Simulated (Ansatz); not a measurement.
# GaSb3: what a guessed cell relaxes into

Aim: relax a trial structure of GaSb3 and see where it ends.

Computed with Ansatz 0.2.0 (DFT PBE, scalar-relativistic, plane waves, PAW, unless a step's input says otherwise).

## Step 1: The system as given

It takes space group Fm-3m (No. 225, cubic). Conventional cell: a = 7.461 Å, b = 7.461 Å, c = 7.461 Å, α = 90.00°, β = 90.00°, γ = 90.00°. Around Ga (site symmetry m-3m) lie 8 Sb at 3.23 Å. Around Sb (site symmetry -43m) lie 4 Ga at 3.23 Å and 4 Sb at 3.23 Å. Around Sb (site symmetry m-3m) lie 8 Sb at 3.23 Å.

Structure file:

```cif
data_structure
_symmetry_space_group_name_H-M 'Fm-3m'
_symmetry_Int_Tables_number 225
_cell_length_a 7.4612
_cell_length_b 7.4612
_cell_length_c 7.4612
_cell_angle_alpha 90.000
_cell_angle_beta 90.000
_cell_angle_gamma 90.000
_cell_volume 415.36
loop_
_atom_site_label
_atom_site_type_symbol
_atom_site_symmetry_multiplicity
_atom_site_Wyckoff_symbol
_atom_site_fract_x
_atom_site_fract_y
_atom_site_fract_z
_atom_site_occupancy
Ga1 Ga 4 a 0.00000 0.00000 0.00000 1
Sb1 Sb 8 c 0.25000 0.75000 0.75000 1
Sb2 Sb 4 b 0.50000 0.00000 0.00000 1
```

The start is a polymorph listed in a database, not an invented cell.

## Step 2: Probe: one point on a coarse mesh

The input, input.yaml:

```yaml
crystal:
  lattice:
    - [0.0, 3.73059511, 3.73059511]
    - [3.73059511, 0.0, 3.73059511]
    - [3.73059511, 3.73059511, 0.0]
  atoms:
    - { symbol: Ga, position: [0.0, 0.0, 0.0] }
    - { symbol: Sb, position: [0.25, 0.25, 0.25] }
    - { symbol: Sb, position: [0.75, 0.75, 0.75] }
    - { symbol: Sb, position: [0.5, 0.5, 0.5] }
basis:
  ecutwfc: 420
kpoints:
  mp_grid: { grid: [4, 4, 4] }
hamiltonian:
  xc: pbe
scf:
  occupations: { method: gaussian, width: 0.1 }
  lower_state_search: "off"
output:
  forces: true
  stress: true
  eigenvalues: true
```

Command:

```sh
> ansatz run input.yaml --threads 1 --pin off --max-ram 2560MiB --backend cpu --events-out ev --progress --plain --runs-dir out
```

The session goes on with these runs: full relaxation.

Before running it: what results should come out? Wanted: conventional cell; volume; energy over the elements; gap on the mesh.

As calculated:

| quantity | value |
| --- | --- |
| symmetry at the end (tolerance 0.05 Å) | space group Fm-3m (No. 225) |
| conventional cell | a = 7.435 Å, b = 7.435 Å, c = 7.435 Å, α = 90.00°, β = 90.00°, γ = 90.00° |
| volume | 25.69 Å³/atom |
| energy over the elements | +0.20 eV/atom |
| gap on the mesh | none (metal) |

What this shows: The space group Fm-3m (No. 225) is kept, and the volume per atom shrinks by 1.0 % from the first guess. The formation energy is positive, so the separate elements lie lower. No finished test with a distortion of lower symmetry is shown, so the end may be a saddle point. Spin-orbit coupling is left out for Sb.
